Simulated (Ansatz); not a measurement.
# CH4BNO: taking an electron away

How much energy removes an electron from CH4BNO at fixed geometry? The cation is run at each level and the neutral's energy taken from earlier runs.

Program: Ansatz 0.2.0, Gaussian basis. Level of theory: unrestricted cation, the program's frozen cores in correlated methods. These are calculated values, not measurements.

Levels to be run: UKS PBE-D4/def2-TZVPP; UKS r2SCAN-D4/def2-TZVPP; UKS PBE0-D4/def2-TZVPP; UKS B3LYP-D4/def2-TZVPP; UKS wB97X-V/def2-TZVPP; UKS wB97M-V/def2-TZVPP; UKS B2PLYP/def2-TZVPP; UHF-CCSD(T)/def2-TZVPP; UHF-MP2/def2-QZVPP; extrapolation to the limit; then −ε(HOMO) from the neutral's earlier runs with LDA (SPW92), PBE-D4, revPBE-D4, BLYP-D4, r2SCAN-D4, B97M-V, PBE0-D4, B3LYP-D4, r2SCANh-D4, r2SCAN0-D4, HSE06-D4, BHLYP-D4, CAM-B3LYP-D4, LC-ωPBE, ωB97X-V, ωB97M-V.

### Step 1. Structure used throughout

An earlier PBE0-D4 in a triple-zeta def2 set relaxation fixed the geometry.

8 atoms, charge 0, spin multiplicity 1.

Atoms are counted from 1 here; the program's logs count them from 0.

Bond lengths: B1–C2 1.522 Å, B1–H5 1.195 Å, B1–H6 1.195 Å, C2–N3 1.312 Å, C2–O4 1.260 Å, N3–H7 1.004 Å, N3–H8 1.010 Å. Angles: C2–B1–H5 118.4°, C2–B1–H6 118.4°, H5–B1–H6 122.2°, B1–C2–N3 160.2°, B1–C2–O4 73.7°, N3–C2–O4 126.1°, C2–N3–H7 120.2°, C2–N3–H8 120.5°, H7–N3–H8 119.2°.

Geometry (Å):

```
B    -0.9676    0.8809   -0.2813
C     0.1849   -0.0846   -0.0442
N     0.9000   -1.0453    0.4914
O     0.5137    0.6237   -1.0325
H    -1.8951    0.5096   -0.9377
H    -1.0007    1.8944    0.3517
H     0.5501   -1.5555    1.2817
H     1.8067   -1.2805    0.1150
```

### Step 2. Cation, UKS PBE-D4/def2-TZVPP

Contents of in.yaml:

```yaml
crystal:
  periodic: [false, false, false]
  atoms:
    - {symbol: B, position_ang: [-0.967607, 0.880912, -0.281339]}
    - {symbol: C, position_ang: [0.184905, -0.084554, -0.044169]}
    - {symbol: N, position_ang: [0.899960, -1.045262, 0.491366]}
    - {symbol: O, position_ang: [0.513742, 0.623735, -1.032453]}
    - {symbol: H, position_ang: [-1.895137, 0.509556, -0.937659]}
    - {symbol: H, position_ang: [-1.000717, 1.894425, 0.351652]}
    - {symbol: H, position_ang: [0.550114, -1.555455, 1.281671]}
    - {symbol: H, position_ang: [1.806742, -1.280455, 0.115031]}
basis:
  gaussian: {orbitals: def2-TZVPP}
total_charge: 1
magnetization: {spin_polarized: true, initial_magnetization: 1}
hamiltonian: {xc: pbe, dispersion: d4}
```

Command:

```sh
$ ansatz run in.yaml --threads 2 --pin off --events-out ev --progress --plain --max-ram 4352MiB
```

Further steps of the session: Cation, UKS r2SCAN-D4/def2-TZVPP; Cation, UKS PBE0-D4/def2-TZVPP; Cation, UKS B3LYP-D4/def2-TZVPP; Cation, UKS wB97X-V/def2-TZVPP; Cation, UKS wB97M-V/def2-TZVPP; Cation, UKS B2PLYP (frozen core)/def2-TZVPP; Cation, UHF-CCSD(T)/def2-TZVPP; Cation, UHF-MP2/def2-QZVPP.

Before running them: what should the planned runs give, taken together? Wanted: ionisation energy, CCSD(T)/CBS; nearest functional by difference; nearest −ε(HOMO); −ε(HOMO) of PBE; T1 of the cation.

**Answer**, as computed:

```
                        quantity               value
  ionisation energy, CCSD(T)/CBS            10.81 eV
nearest functional by difference  ωB97M-V (-0.15 eV)
                nearest −ε(HOMO)  ωB97X-V (-0.17 eV)
                 −ε(HOMO) of PBE             6.77 eV
                T1 of the cation               0.035
```

Energy differences with functionals land within 0.55 eV of the reference. The PBE orbital energy is 4.0 eV too small: a semilocal HOMO is no ionisation energy. Among orbital estimates ωB97X-V comes nearest. Hartree-Fock falls 1.24 eV short, as the neutral has more correlation energy than the cation. The cation's T1 (from the report) is 0.035, near the customary mark of 0.045 for open shells, so the coupled-cluster value is less safe.
